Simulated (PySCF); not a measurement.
**MgI−: bond curves at several levels of theory**

What are the lowest state that PBE0 finds, the bond length, vibrational wavenumber and bond energy of MgI−, and how much do these hang on the method?

Method: Mg aug-cc-pVDZ, I aug-cc-pVDZ-PP with ECP28, scalar-relativistic core potentials; program: PySCF 2.14.0.

1 further run of the same task is left out (set aside as unsound or not needed).

## (1) Input

A driver script around PySCF takes these settings:

- atoms: Mg, I
- charge: -1
- basis: Mg aug-cc-pVDZ, I aug-cc-pVDZ-PP with ECP28
- Hamiltonian: scalar-relativistic core potentials
- basis functions: 59
- electrons treated: 38
- masses in u: 23.9850, 126.9045
- levels: PBE0, PBE, r²SCAN, BP86, B2PLYP, MN15, HF, MP2, SCS-MP2, CCSD, CCSD(T)
- grid: 80 radial by 434 angular points
- occupations: held fixed by the projection of orbital angular momentum
- dissociation limit: Mg + I−, each in its ground configuration
- starting distance in angstrom: 2.765
- values of 2S to try: 0, 2

Launch:

```console
$ OMP_NUM_THREADS=1 python dia.py task.json out
```

Further steps of the session: The PBE0 curve of the state that the search chose; PBE (GGA); r²SCAN (meta-GGA); BP86; B2PLYP; MN15 (hybrid meta-GGA); RHF; Adding correlation.

What does the calculation give? Wanted: for each run, Re; ωe; De; μ.

The runs gave:

Lowest PBE0 solution found, without spin–orbit coupling: ¹Σ⁺ (singlet), closed shell.

```csv
level,Re (Å),ωe (cm⁻¹),De (eV),μ (D)
RHF,3.018,138.1,0.493,5.71
RHF-MP2,2.931,164.6,0.71,n/a
RHF-SCS-MP2,2.949,158.9,0.65,n/a
RHF-CCSD,2.942,161.4,0.66,n/a
RHF-CCSD(T),2.930,165.9,0.71,n/a
PBE,2.952,160.6,0.75,5.45
BP86,2.968,156.4,0.68,5.38
r²SCAN,2.915,169.8,0.78,6.02
PBE0,2.935,163.6,0.74,5.59
MN15,2.952,152.1,0.72,5.53
B2PLYP,2.967,152.8,0.61,5.43
```

De is counted to Mg + I− in their ground configurations. A positive dipole points from Mg to I; in an ion it is taken about the centre of mass and does not tell which atom is negative.

Bond lengths run from 2.915 Å (r²SCAN) to 3.018 Å (RHF). CCSD(T) can't serve as the judge here: for a weak bond in this basis it is far from its limit. Among the levels with a De in the table, it runs from 0.493 eV (RHF) to 0.78 eV (r²SCAN).

Correlated steps freeze 5 core orbitals. Spin–orbit coupling is left out. B2PLYP dipoles, levels and charges come from its SCF part alone. With some functionals the highest level of the anion is positive, from self-interaction error or because the anion is truly unbound there; the finite basis then holds the extra electron, and no neutral molecule was run to test the binding.
